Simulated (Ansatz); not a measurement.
# GaGeH7Si: how energies converge with the basis set

How large a basis does GaGeH7Si need? Two functionals are run in growing sets.

The runs use Ansatz 0.2.0, Gaussian basis; one geometry, several basis sets.

The runs, in order: PBE0-D4/def2-SVP; ωB97M-V/def2-SVP; PBE0-D4/def2-QZVPP; ωB97M-V/def2-QZVPP; the functionals' def2-TZVPP values are taken from earlier runs.

**1. The relaxed structure**

All runs share one geometry, relaxed beforehand with PBE0-D4 in a triple-zeta def2 set.

SMILES `[SiH3][GeH2][GaH2]`, 10 atoms, charge 0, spin multiplicity 1.

Atoms are counted from 1 here; the program's logs count them from 0.

Bond lengths: Si1–Ge2 2.384 Å, Si1–H4 1.487 Å, Si1–H5 1.488 Å, Si1–H6 1.488 Å, Ge2–Ga3 2.438 Å, Ge2–H7 1.542 Å, Ge2–H8 1.542 Å, Ga3–H9 1.572 Å, Ga3–H10 1.571 Å. Angles: Ge2–Si1–H4 111.4°, Ge2–Si1–H5 109.9°, Ge2–Si1–H6 109.8°, H4–Si1–H5 108.7°, H4–Si1–H6 108.7°, H5–Si1–H6 108.2°, Si1–Ge2–Ga3 110.3°, Si1–Ge2–H7 107.6°, Si1–Ge2–H8 107.5°, Ga3–Ge2–H7 112.0°, Ga3–Ge2–H8 111.9°, H7–Ge2–H8 107.3°, Ge2–Ga3–H9 120.2°, Ge2–Ga3–H10 120.3°, H9–Ga3–H10 119.5°.

As a file:

```xyz
10

Si   -1.4044    0.8342   -0.7704
Ge    0.0701   -0.9578   -0.2246
Ga    1.8347   -0.1789    1.2667
H    -2.4879    0.3871   -1.6856
H    -0.6452    1.9308   -1.4298
H    -2.0213    1.3755    0.4706
H     0.6364   -1.5144   -1.5466
H    -0.7751   -2.0759    0.4188
H     1.6260   -0.2110    2.8239
H     3.1667    0.4105    0.6771
```

**2. PBE0-D4 in def2-SVP**

File in.yaml:

```yaml
crystal:
  periodic: [false, false, false]
  atoms:
    - {symbol: Si, position_ang: [-1.404444, 0.834167, -0.770443]}
    - {symbol: Ge, position_ang: [0.070087, -0.957793, -0.224600]}
    - {symbol: Ga, position_ang: [1.834712, -0.178917, 1.266651]}
    - {symbol: H, position_ang: [-2.487889, 0.387060, -1.685609]}
    - {symbol: H, position_ang: [-0.645233, 1.930797, -1.429822]}
    - {symbol: H, position_ang: [-2.021260, 1.375544, 0.470637]}
    - {symbol: H, position_ang: [0.636426, -1.514439, -1.546609]}
    - {symbol: H, position_ang: [-0.775118, -2.075909, 0.418788]}
    - {symbol: H, position_ang: [1.626040, -0.211023, 2.823941]}
    - {symbol: H, position_ang: [3.166690, 0.410511, 0.677055]}
basis:
  gaussian: {orbitals: def2-SVP}
hamiltonian: {xc: pbe0, dispersion: d4}
output: {orbitals: {seedname: orbitals}}
```

Started as:

```sh
ansatz run in.yaml --threads 2 --pin off --events-out ev --progress --plain --max-ram 31744MiB --backend cpu
```

Further steps of the session: ωB97M-V in def2-SVP; PBE0-D4 in def2-QZVPP; ωB97M-V in def2-QZVPP.

Q: Predict the results of all the runs planned. Wanted: PBE0-D4: double and triple zeta above quadruple; ωB97M-V: double and triple zeta above quadruple.

The runs gave:

| quantity | value |
| --- | --- |
| PBE0-D4: double and triple zeta above quadruple | 19.35, 2.68 eV |
| ωB97M-V: double and triple zeta above quadruple | 19.31, 2.60 eV |

**Reading.** PBE0-D4 gains 16.67 eV from double to triple zeta, then 2.68 eV more. Total energies overstate the basis error of differences, where much of it tends to cancel.
